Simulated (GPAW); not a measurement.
Runs of GPAW 26.7.0 on TiSi2. It takes space group Fddd (No. 70, orthorhombic). The conventional cell has a = 4.779 Å, b = 8.235 Å, c = 8.526 Å, α = 90.00°, β = 90.00°, γ = 90.00°. Ti (site symmetry 222) is surrounded by 10 Si at 2.55 to 2.78 Å. Si (site symmetry 2) is surrounded by 5 Si at 2.52 to 2.79 Å and 5 Ti at 2.55 to 2.78 Å. The cell is a database's computed one.

```tsv
task	level	potentials or basis	U	cell	k mesh	cutoff (eV)	smearing	maxiter	kernel	eta	response ecut	scissors	other keys	gap on the mesh (eV)	pressure (GPa)	largest force (eV/Å)
single point	LDA+U	the program's PAW data sets (release 1.2.1) made for this functional, pw	Ti d U = 3 eV	as given	6 × 6 × 6	600	fermi-dirac 0.05 eV	150	-	-	-	-	-	none	-2.3	(c)
single point	LDA+U	the program's PAW data sets (release 1.2.1) made for this functional, pw	Ti d U = 8 eV	as given	6 × 6 × 6	600	fermi-dirac 0.05 eV	150	-	-	-	-	-	none	2.5	0.06
single point	LDA+U	the program's PAW data sets (release 1.2.1) made for this functional, pw	Ti d U = 4 eV	as given	6 × 6 × 6	600	fermi-dirac 0.05 eV	150	-	-	-	-	-	none	-1.4	0.02
single point	LDA	the program's PAW data sets (release 1.2.1) made for this functional, pw	-	as given	6 × 6 × 6	600	fermi-dirac 0.05 eV	150	-	-	-	-	-	none	-4.7	(a)
optical spectrum	LDA	PAW data sets generated in the run's folder for this functional, pw	-	as given	6 × 6 × 6	400	fermi-dirac 0.05 eV	150	RPA	0.05 eV	60 eV	0 eV	-	none	-	-
relaxation of cell and atoms	LDA	the program's PAW data sets (release 1.2.1) made for this functional, pw	-	relaxed to 2 GPa	5 × 5 × 5	600	fermi-dirac 0.05 eV	150	-	-	-	-	-	none	2.0	0.01
gruneisen	BLYP+D3(op)	PAW data sets generated in the run's folder for this functional, pw	-	relaxed	6 × 6 × 6	510	methfessel-paxton 0.01 eV	75	-	-	-	-	several, not listed	none	0.0	-
single point	LDA+U	the program's PAW data sets (release 1.2.1) made for this functional, pw	Ti d U = 2 eV	as given	6 × 6 × 6	600	fermi-dirac 0.05 eV	150	-	-	-	-	-	none	(b)	0.06
```

Alike in all rows: no spin polarisation.

Q: Estimate the missing entries.

A: (a) 0.11; (b) -3.1; (c) 0.04.

Caveats: U without spin polarisation on a metal has little footing (some runs); the U is typed as a test and isn't derived for this compound (some runs); the intraband term hangs on this k mesh (some runs); the long-wavelength limit can be off by several per cent where d states take part (some runs); spectra need much finer meshes, so this one isn't converged (some runs); independent-particle spectra lack excitons (some runs); later steps reuse the first step's grids (some runs).

A gap of «none» marks a metal or a gap under the smearing width.
